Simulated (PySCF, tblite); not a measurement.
# C2H10BNSi3: geometry, infrared bands and NMR shifts

What infrared bands and NMR shifts should C2H10BNSi3 (`[SiH3]C#CBN([SiH3])[SiH3]`) show?

The runs use tblite 0.8.0 and PySCF 2.14.0, with density-fitted response routines of our own; the level of theory stands in each step. All values are computed, except where a source is named. Atoms count from 0, in the outputs and in this text.

### 1 The starting structure

17 atoms, charge 0, multiplicity 1; geometry from: force field or distance geometry start.

Bonds of the start (Å): Si0–C1 1.85, C1–C2 1.20, C2–B3 1.55, B3–N4 1.49, N4–Si5 1.73, N4–Si6 1.74, Si0–H7 1.48, Si0–H8 1.47, Si0–H9 1.47, B3–H10 1.19, Si5–H11 1.49, Si5–H12 1.47, Si5–H13 1.46, Si6–H14 1.47, Si6–H15 1.48, Si6–H16 1.47.

### 2 Relaxing the molecule with GFN2-xTB

What the job is given:

```
{"job": {"kind": "relax", "xc": "GFN2-xTB", "basis": "xTB"}, "charge": 0, "multiplicity": 1}
Si     3.881500    -0.298400     0.678700
C      2.163800    -0.195000     0.005200
C      1.050000    -0.124500    -0.436000
B     -0.371100    -0.015800    -1.045000
N     -1.584200     0.095800    -0.182700
Si    -2.250700    -1.331700     0.541000
Si    -1.951300     1.650200     0.509500
H      4.121600     0.883800     1.528500
H      4.090300    -1.563200     1.403000
H      4.863200    -0.243500    -0.412000
H     -0.509500     0.195200    -2.210200
H     -3.736800    -1.381500     0.484200
H     -1.802700    -2.511100    -0.212600
H     -1.805500    -1.469600     1.919700
H     -0.880300     2.610300     0.190500
H     -3.218000     2.140000    -0.090200
H     -2.067200     1.570900     1.968100
```

Launch:

```
OMP_NUM_THREADS=1 python probes_run.py task.json out
```

One launch serves the whole session: the jobs run in the order shown.

**Question.** This job is followed by: GFN2-xTB harmonic vibrations, gas phase; GIAO PBE0/pcSseg-1 NMR shielding, non-relativistic, gas phase. Predict these results of the whole session: strongest single infrared mode (GFN2-xTB); zero-point energy (GFN2-xTB); ¹³C shifts against TMS (PBE0/pcSseg-1); ¹H shifts against TMS (PBE0/pcSseg-1, means over atoms taken as alike); ²⁹Si shifts against TMS (PBE0/pcSseg-1, means over atoms taken as alike); ¹¹B shifts against BF3·OEt2 (PBE0/pcSseg-1); ¹⁵N shifts against NH3 (PBE0/pcSseg-1); surface potential, 1st and 99th percentile.

The runs gave:

| quantity | value |
| --- | --- |
| strongest single infrared mode (GFN2-xTB) | 786 cm⁻¹, 1024 km/mol |
| zero-point energy (GFN2-xTB) | 62.6 kcal/mol |
| ¹³C shifts against TMS (PBE0/pcSseg-1) | 126.1, 121.5 ppm |
| ¹H shifts against TMS (PBE0/pcSseg-1, means over atoms taken as alike) | 5.13, 4.87, 4.36 ppm |
| ²⁹Si shifts against TMS (PBE0/pcSseg-1, means over atoms taken as alike) | -44.2, -99.8 ppm |
| ¹¹B shifts against BF3·OEt2 (PBE0/pcSseg-1) | 36.0 ppm |
| ¹⁵N shifts against NH3 (PBE0/pcSseg-1) | 107.4 ppm |
| surface potential, 1st and 99th percentile | -0.76 V and 1.28 V |

What this shows: Over 156 steps the energy fell by 0.619 eV; of the close pairs, B3–N4 changed most, 1.493 to 1.414 Å. All 45 modes are real, so the xTB geometry is a minimum. Unscaled tight-binding wavenumbers are off by several per cent, some by more. Its intensities can rank the bands wrongly. At PBE0/pcSseg-1: The widest tensor belongs to C2: span 318 ppm, with a paramagnetic part of -202 ppm. At PBE0/pcSseg-1, counted by nearest atom on the grid, the HOMO lies on N4 28 %; C1, C2 about 24 % each, the LUMO on B3 30 %; C1 24 %.
